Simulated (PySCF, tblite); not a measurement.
**C₆H₁₀FNSi: geometry, infrared bands and NMR shifts**

Aim: predict the infrared bands and NMR shifts of C₆H₁₀FNSi (`C[C@H]([SiH3])/C(C#N)=C/CF`).

The runs use tblite 0.8.0 and PySCF 2.14.0, with density-fitted response routines of our own; the level of theory stands in each step. All values are computed, except where a source is named. Atoms count from 0, in the outputs and in this text.

### 1 The starting structure

19 atoms, charge 0, multiplicity 1; geometry from: force field or distance geometry start.

Bonds of the start (Å): C0–C1 1.52, C1–Si2 1.92, C1–C3 1.54, C3–C4 1.44, C4–N5 1.15, C3–C6 1.35, C6–C7 1.51, C7–F8 1.37, C0–H9 1.10, C0–H10 1.09, C0–H11 1.11, C1–H12 1.09, Si2–H13 1.48, Si2–H14 1.49, Si2–H15 1.48, C6–H16 1.08, C7–H17 1.08, C7–H18 1.09.

### 2 Geometry optimisation with GFN2-xTB

The job: settings as JSON, then the geometry in Å.

```
{"job": {"kind": "relax", "xc": "GFN2-xTB", "basis": "xTB"}, "charge": 0, "multiplicity": 1}
C     -1.664400     0.966400    -1.044300
C     -0.957500    -0.212600    -0.391600
Si    -1.987300    -1.068400     0.983700
C      0.446300     0.194000     0.079800
C      0.577600     1.207000     1.093100
N      0.689200     2.040800     1.881100
C      1.545400    -0.383700    -0.454200
C      2.983700    -0.113800    -0.100900
F      3.619300    -1.306800     0.100100
H     -1.906000     1.764400    -0.320900
H     -1.063200     1.400300    -1.844200
H     -2.625200     0.648500    -1.490600
H     -0.858000    -0.986900    -1.148200
H     -2.271000    -0.104700     2.073100
H     -3.284700    -1.516800     0.397200
H     -1.261400    -2.235500     1.528200
H      1.425600    -1.147800    -1.212600
H      3.106600     0.477900     0.796900
H      3.475100     0.387200    -0.933200
```

Run with:

```sh
$ OMP_NUM_THREADS=1 python probes_run.py task.json out
```

The driver reads the jobs from task.json and runs them one after another.

**Question.** This job is followed by: GFN2-xTB harmonic vibrations, gas phase; GIAO PBE0/pcSseg-1 NMR shielding, non-relativistic, gas phase. What will the session give for the following? strongest single infrared mode (GFN2-xTB); zero-point energy (GFN2-xTB); 13C shifts against TMS (PBE0/pcSseg-1); 1H shifts against TMS (PBE0/pcSseg-1, means over atoms taken as alike); 29Si shifts against TMS (PBE0/pcSseg-1); 15N shifts against NH3 (PBE0/pcSseg-1); 19F shifts against CFCl3 (PBE0/pcSseg-1).

**Answer**, as computed:

| quantity | value |
| --- | --- |
| strongest single infrared mode (GFN2-xTB) | 2284 cm⁻¹, 390 km/mol |
| zero-point energy (GFN2-xTB) | 87.3 kcal/mol |
| 13C shifts against TMS (PBE0/pcSseg-1) | 151.8, 125.1, 120.0, 85.9, 29.3, 18.8 ppm |
| 1H shifts against TMS (PBE0/pcSseg-1, means over atoms taken as alike) | 6.81, 5.75, 5.60, 3.96, 2.08, 1.44 ppm |
| 29Si shifts against TMS (PBE0/pcSseg-1) | -57.3 ppm |
| 15N shifts against NH3 (PBE0/pcSseg-1) | 334.3 ppm |
| 19F shifts against CFCl3 (PBE0/pcSseg-1) | -254.4 ppm |

**Reading.** The optimisation took 97 steps and gained 0.161 eV; among the close pairs (by a distance rule), C1–C3 changed most, from 1.536 to 1.496 Å. All 51 modes are real, so the xTB geometry is a minimum. The strongest single mode, at 2284 cm⁻¹, moves mainly H15 and H14. GFN2-xTB is a fitted tight-binding method: band positions and strengths are rough. Its intensities can rank the bands wrongly. The most deshielded hydrogen is H16 (hydrogen on an alkene CH), at 6.81 ppm: attached to an sp2 carbon and in the plane of the double bond. At PBE0/pcSseg-1: The widest tensor belongs to N5: span 428 ppm, with a paramagnetic part of -409 ppm.
